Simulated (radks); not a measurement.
# Rh²⁺ in [Kr] 4d7: an all-electron calculation

An exercise on one series of results from a longer session: the logs are not shown, and one member is left open.

Program: radks (a radial shooting solver on a logarithmic mesh, Libxc functionals) version 1. Level of theory: non-relativistic Kohn-Sham, BLYP, spin-polarised, spherical densities, point nucleus; open shells are filled with parallel spins first. These are calculated values, not measurements, unless marked.

### What is computed

```
element       : rhodium (Z = 45)
charge        : +2
electrons     : 43
configuration : [Kr] 4d7
```

Outer shells as boxes (Hund's rule):

Rh²⁺
```
[Kr] core
4d [↑↓][↑↓][↑ ][↑ ][↑ ]
```

The first run:

The run's settings:

```text
Z 45
configuration [Kr] 4d7
relativity non-relativistic
functional b88,lyp
spin polarised
nucleus point
```

Among the steps run: Self-consistent calculation.

One of the session's tables, all rows but one given; the rest of the session is left out.

It belongs to the step «Shells». Radial moments (bohr):

```
  level      <r>  outermost maximum (interpolated)  90 % within  nodes
1s down  0.03385                            0.0224       0.0602      0
  1s up  0.03385                            0.0224       0.0602      0
  2s up   0.1473                             0.125        0.227      1
2s down   0.1473                             0.125        0.227      1
  2p up   0.1259                            0.0979        0.204      0
2p down   0.1259                            0.0979        0.204      0
  3s up   0.4032                             0.363        0.593      2
3s down   0.4031                             0.363        0.593      2
  3p up   0.3960                             0.350        0.596      1
3p down   0.3960                             0.350        0.596      1
  3d up   0.3701                             0.291        0.587      0
3d down   0.3700                             0.292        0.587      0
  4s up    1.007                             0.907         1.46      3
4s down    1.005                             0.905         1.46      3
  4p up    1.087                             0.954         1.61      2
4p down        ?                                 ?            ?      ?
  4d up    1.427                              1.12         2.25      1
4d down    1.452                              1.12         2.31      1
```

Estimate the missing values for 4p down.

The run gave: <r>: 1.086; outermost maximum (interpolated): 0.952; 90 % within: 1.61; nodes: 2. In the column «<r>» it lies between 4s up (1.007) and 4p up (1.087).

Limits of these values: Relativity is left out here, which matters for elements this heavy. Open shells are spherical and high-spin; term and fine-structure splittings are not resolved.
